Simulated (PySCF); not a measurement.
**SnSBr2: relaxation and vibrations of the singlet**

Where does singlet SnSBr2 go from a T-shaped (ligand arrangement 1) start, is the end point a minimum, and what are its modes, charges and moments?

The runs use PySCF 2.14.0; PBE0, basis Sn def2-SVP with ECP28, S def2-SVP, Br def2-SVP, scalar-relativistic core potentials, no spin–orbit coupling, density fitting.

## (1) The system as given

4 atoms, charge 0, spin multiplicity 1.

Bond lengths: Sn1–S2 2.240 Å, Sn1–Br3 2.540 Å, Sn1–Br4 2.540 Å. Angles: S2–Sn1–Br3 88.0°, S2–Sn1–Br4 176.0°, Br3–Sn1–Br4 88.0°.

Coordinates in bohr (charge 0 multiplicity 1):
```
Sn   -0.7856    0.0000   -1.2810
S    -5.0160    0.0000   -1.1332
Br   -0.7856    0.0000    3.5189
Br    4.0114    0.0000   -1.1136
```

## (2) Relaxing the singlet from the T-shaped (ligand arrangement 1) start

One driver script runs all steps and calls PySCF; scf.py shows how it sets up the SCF of each step. The optimiser is the driver's own. Before each start the driver seeks the lowest SCF state from one or more starting densities and follows internal instabilities, so scf.py alone need not reach the same state.

The program finds Cs symmetry in the start, which this walk keeps.

Contents of scf.py:

```python
from pyscf import gto, scf, dft
mol = gto.M(atom='''
Sn    -0.415747     0.000000    -0.677874
S     -2.654347     0.000000    -0.599674
Br    -0.415747     0.000000     1.862126
Br     2.122753     0.000000    -0.589274''',
    basis={'Sn': 'def2-SVP', 'S': 'def2-SVP', 'Br': 'def2-SVP'},
    ecp={'Sn': 'def2-SVP'},
    charge=0, spin=0)
mf = dft.RKS(mol, xc='PBE0')
mf.grids.atom_grid = (50, 194)
aux = {'Sn': 'def2-universal-JKFIT', 'S': 'def2-universal-JKFIT', 'Br': 'def2-universal-JKFIT'}
mf = mf.density_fit(auxbasis=aux)
mf.kernel()
```

Further steps of the session: Hessian and properties.

**Question.** What will these runs give? Wanted: minimum; geometry; wavenumbers; dipole moment; highest occupied, lowest empty level; polar-tensor charge of Sn1; zero-point energy; atomisation energy.

**Answer**, as computed:

| quantity | value |
| --- | --- |
| minimum | singlet, C2v |
| geometry | Sn–Br 2.473 Å (×2), Sn–S 2.212 Å; Br–Sn–Br 103.9°, Br–Sn–S 128.1° (×2) |
| wavenumbers (cm⁻¹) | 80 (a1), 92 (b1), 115 (b2), 245 (a1), 273 (b2), 490 (a1) |
| dipole moment | 1.50 D |
| highest occupied, lowest empty level | -7.47, -3.53 eV |
| polar-tensor charge of Sn1 | +1.44 e |
| zero-point energy | 7.8 kJ/mol |
| entropy at 298.15 K | 365.3 J/(mol K) |
| atomisation energy (no zero-point energy) | 876 kJ/mol |

From Cs at the start the molecule goes to a C2v minimum. The strongest infrared band lies at 273 cm⁻¹ (b2, stretch). Only this shape and spin were tried, so other structures or states may lie lower. The soft modes, below some 90 cm⁻¹, carry numerical noise of tens of cm⁻¹, and the entropy with them.
